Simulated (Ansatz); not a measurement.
# Sr3Cl: the cost of one run

Method: DFT PBE, scalar-relativistic, plane waves, PAW, in Ansatz 0.2.0.

### 1 Starting point

It takes space group Pm-3m (No. 221, cubic). The conventional cell has a = 4.944 Å, b = 4.944 Å, c = 4.944 Å, α = 90.00°, β = 90.00°, γ = 90.00°. Sr (site symmetry 4/mmm) has 8 Sr at 3.50 Å and 4 Cl at 3.50 Å as nearest neighbours. Cl (site symmetry m-3m) has 12 Sr at 3.50 Å as nearest neighbours.

Structure file:

```cif
data_structure
_symmetry_space_group_name_H-M 'P 1'
_symmetry_Int_Tables_number 1
_cell_length_a 4.9441
_cell_length_b 4.9441
_cell_length_c 4.9441
_cell_angle_alpha 90.000
_cell_angle_beta 90.000
_cell_angle_gamma 90.000
_cell_volume 120.86
loop_
_atom_site_label
_atom_site_type_symbol
_atom_site_fract_x
_atom_site_fract_y
_atom_site_fract_z
_atom_site_occupancy
Sr1 Sr 0.00000 0.50000 0.50000 1
Sr2 Sr 0.50000 0.00000 0.50000 1
Sr3 Sr 0.50000 0.50000 0.00000 1
Cl1 Cl 0.00000 0.00000 0.00000 1
```

This is candidate A: Cu3Au (L1_2) type (Pm-3m, No. 221).

(A quick probe on a coarse mesh, which set the mesh and smearing, is not shown.)

### 3 A loose first relaxation (candidate A)

Contents of input.yaml:

```yaml
crystal:
  lattice:
    - [4.9441163556, 0.0, 0.0]
    - [0.0, 4.9441163556, 0.0]
    - [0.0, 0.0, 4.9441163556]
  atoms:
    - { symbol: Sr, position: [0.0, 0.5, 0.5] }
    - { symbol: Sr, position: [0.5, 0.0, 0.5] }
    - { symbol: Sr, position: [0.5, 0.5, 0.0] }
    - { symbol: Cl, position: [0.0, 0.0, 0.0] }
basis:
  ecutwfc: 420
kpoints:
  mp_grid: { grid: [4, 4, 4] }
hamiltonian:
  xc: pbe
scf:
  occupations: { method: gaussian, width: 0.1 }
  lower_state_search: "off"
output:
  forces: true
  stress: true
  eigenvalues: true
relax:
  adjacent_minimum: "off"
  f_tol: 0.04
  max_steps: 70
  cell: { stress_tol: 0.4 }
```

On the command line:

```
$ ansatz run input.yaml --threads 1 --pin off --max-ram 2560MiB --backend cpu --events-out ev --progress --plain --runs-dir out
```

What time and memory should one allow on 1 thread of Arm Neoverse V2, shared host?

About 13 s, with a peak of 0.37 GiB.
